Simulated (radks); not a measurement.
**Nuclear size and the levels of As**

One table from this session's results is given with a row withheld; the runs are named, their logs left out.

Method: Dirac Kohn-Sham, relativistic LDA (MacDonald-Vosko exchange, VWN5 correlation), spin-unpolarised, spherical densities, finite nucleus; open shells are shared between the two j in proportion to 2j + 1. Code: radks (a radial shooting solver on a logarithmic mesh, Libxc functionals) version 1.

## The system

| Item | Value |
| --- | --- |
| element | arsenic (Z = 33) |
| charge | 0 |
| electrons | 33 |
| configuration | [Ar] 3d10 4s2 4p3 |
| nuclear rms radius | 4.0968 fm |

The outer shells:

As
```
[Ar] core
3d [↑↓][↑↓][↑↓][↑↓][↑↓]
4s [↑↓]
4p [↑ ][↑ ][↑ ]
```

Set-up of the first run:

Input:

```text
Z 33
configuration [Ar] 3d10 4s2 4p3 5s0 4d0
relativity Dirac
functional lda_x_rel,vwn5
spin unpolarised
j_filling average
nucleus finite rms 4.0968 fm
c 137.035999084
```

Among the steps run: rms radius 4.0968 fm.

One table of the session follows, with a row left open; its other results are not shown here.

It belongs to the step «rms radius 4.0968 fm». Radial moments (bohr):

| level | <r> | outermost maximum (interpolated) | 90 % within | nodes |
| --- | --- | --- | --- | --- |
| 3p1/2 | 0.6112 | 0.516 | 0.939 | 1 |
| 3p3/2 | 0.6219 | 0.524 | 0.955 | 1 |
| 3d3/2 | 0.6761 | 0.474 | 1.14 | 0 |
| 3d5/2 | 0.6809 | 0.476 | 1.14 | 0 |
| 4s1/2 | 1.933 | 1.61 | 2.91 | 3 |
| 4p1/2 | 2.509 | 1.95 | 3.93 | 2 |
| 4p3/2 | 2.564 | 1.99 | 4.02 | 2 |
| 5s1/2 | ? | ? | ? | ? |

Q: Estimate the row for 5s1/2 from the others.

**Answer.** <r>: 7.474; outermost maximum (interpolated): 5.80; 90 % within: 11.7; nodes: 4. In the column «<r>» it is the highest.
